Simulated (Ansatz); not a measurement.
# Te2Au: properties at the relaxed cell

The task here is to estimate one member of a computed series from the others.

Method: DFT PBEsol, scalar-relativistic, plane waves, PAW, in Ansatz 0.2.0.

1 further run of the same task is left out (set aside as unsound or not needed).

## The starting structure

Symmetry: P-3m1, No. 164, trigonal system. The conventional cell has a = 4.155 Å, b = 4.155 Å, c = 5.084 Å, α = 90.00°, β = 90.00°, γ = 120.00°. Te (site symmetry 3m) has 3 Au at 2.81 Å and 3 Te at 3.22 Å as nearest neighbours. Around Au (site symmetry -3m) lie 6 Te at 2.81 Å.

Coordinates:

```
Te Au
1.0
     4.15539    0.00000    0.00000
    -2.07769    3.59867    0.00000
     0.00000    0.00000    5.08438
Te Au
2 1
Cartesian
  2.0777 1.1996 1.4698
  0.0000 2.3991 3.6146
  0.0000 0.0000 0.0000
```

This cell was relaxed beforehand with the same method: volume 25.34 Å³/atom, gap on the mesh none (metal).

Set-up of the first run:

input.yaml reads:

```yaml
crystal:
  lattice:
    - [4.1134129834, 0.0, 0.0]
    - [-2.0567064917, 3.5623201398, 0.0]
    - [0.0, 0.0, 5.0330153326]
  atoms:
    - { symbol: Te, position: [0.6666666667, 0.3333333333, 0.2890814045] }
    - { symbol: Te, position: [0.3333333333, 0.6666666667, 0.7109185955] }
    - { symbol: Au, position: [0.0, 0.0, 0.0] }
basis:
  ecutwfc: 420
kpoints:
  mp_grid: { grid: [12, 12, 8] }
hamiltonian:
  xc: pbesol
scf:
  occupations: { method: gaussian, width: 0.1 }
output:
  forces: true
  stress: true
  eigenvalues: true
relax:
  adjacent_minimum: "off"
  f_tol: 0.01
  max_steps: 30
  cell: { stress_tol: 0.1, fix: [volume] }
```

Run with:

```bash
ansatz run input.yaml --threads 1 --pin off --max-ram 2560MiB --backend cpu --events-out ev --progress --plain --runs-dir out
```

Steps of the session up to this table: The cell scaled to 0.97 of its volume; Volume × 1.03; Volume × 0.94; The cell scaled to 1.06 of its volume; The cell scaled to 0.91 of its volume; The cell scaled to 1.10 of its volume; Volume × 0.88.

One of the session's tables, all rows but one given; the rest of the session is left out.

It belongs to the step «Fit of the equation of state». 

```
volume (Å³/atom)  energy above the lowest point (meV/atom)  pressure (GPa)
          22.302                                     118.4           14.24
          23.063                                      62.0            9.65
          23.823                                      25.6            5.82
          24.583                                         ?               ?
          25.344                                       0.0           -0.01
          26.104                                       5.5           -2.18
          26.864                                      20.4           -3.95
          27.878                                      51.6           -5.77
```

Q: Estimate the row for volume (Å³/atom) = 24.583 from the others.

Worked estimate for «energy above the lowest point (meV/atom)». A straight line through the neighbours (23.823, 25.6) and (25.344, 0.0) gives 25.6 + (0.0 − 25.6) × (24.583 − 23.823) / (25.344 − 23.823) = 12.8; a parabola fitted to 4 rows on both sides gives 5.8.

As computed: energy above the lowest point (meV/atom): 5.9; pressure (GPa): 2.63. In «energy above the lowest point (meV/atom)» the line misses by +6.9 and the parabola by -0.1.
